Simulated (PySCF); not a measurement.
# A diatomic session: CI

Aim: find the lowest electronic state of CI, scan its bond at several levels of theory, and get bond length, wavenumber and dissociation energy from each curve.

The runs use PySCF 2.14.0; C x2c-SVPall, I x2c-SVPall, spin-free X2C with a Gaussian nucleus.

### Step 1. Input

A driver script around PySCF takes these settings:

| Property | Result |
| --- | --- |
| atoms | C, I |
| charge | 0 |
| basis | C x2c-SVPall, I x2c-SVPall |
| Hamiltonian | spin-free X2C with a Gaussian nucleus |
| basis functions | 50 |
| electrons treated | 59 |
| masses in u | 12.0000, 126.9045 |
| levels | PBE0, PBE, r²SCAN, r²SCANh, B97-3, LDA, HF, MP2, SCS-MP2, CCSD, CCSD(T) |
| grid | 80 radial by 434 angular points |
| occupations | held fixed by the projection of orbital angular momentum |
| dissociation limit | C + I, each in its ground configuration |
| starting distance in angstrom | 2.020 |
| values of 2S to try | 1, 3 |

The run is started by

```sh
$ OMP_NUM_THREADS=1 python dia.py task.json out
```

Further steps of the session: PBE0 along the bond; Excited determinants; PBE; r²SCAN (meta-GGA); r²SCANh (hybrid meta-GGA); B97-3 (global hybrid GGA); LDA; UHF (mean field); MP2 and coupled cluster.

Before running it: what results should come out? Wanted: for each run, Re; ωe; De; μ.

**Answer**, as computed:

Lowest PBE0 solution found, without spin–orbit coupling: ²Π (doublet), unpaired electrons π ↑. State 2 has its PBE0 minimum 1.51 eV higher. The other levels ran on the lowest alone.

```csv
level,Re (Å),ωe (cm⁻¹),De (eV),μ (D)
UHF,2.068,608,0.88,1.15
UHF-CCSD,2.058,615,2.25,n/a
UHF-CCSD(T),2.061,612,2.45,n/a
LDA,2.024,655,4.08,2.18
PBE,2.052,626,3.49,2.02
r²SCAN,2.050,629,3.05,1.87
r²SCANh,2.044,636,2.91,1.82
PBE0,2.035,648,3.02,1.87
B97-3,2.041,642,2.89,1.90
```

De is counted to C + I in their ground configurations. A positive dipole means C(−)I(+). No constants: UHF-MP2 (the points don't follow one smooth fit); UHF-SCS-MP2 (the points don't follow one smooth fit).

Differences from CCSD(T) in the same basis:

```csv
level,Re (mÅ),ωe (%)
UHF,+6,-0.6
UHF-CCSD,-4,+0.6
LDA,-38,+7.2
PBE,-9,+2.4
r²SCAN,-12,+2.9
r²SCANh,-17,+4.1
PBE0,-26,+5.9
B97-3,-20,+4.9
```

**Reading.** Against CCSD(T) in the same basis, the bond length is nearest at UHF-CCSD (-4 mÅ) and farthest at LDA (-38 mÅ); the wavenumber is nearest at UHF and UHF-CCSD (0.6 % off) and farthest at LDA (+7.2 %). CCSD(T) in a basis this small is itself some way from its limit, more so than the functionals. Among the levels with a De in the table, it runs from 0.88 eV (UHF) to 4.08 eV (LDA).

Correlated steps freeze 19 core orbitals. Spin–orbit coupling is left out, which matters for elements this heavy, above all for dissociation energies. With spin–orbit coupling the term label itself may not hold.
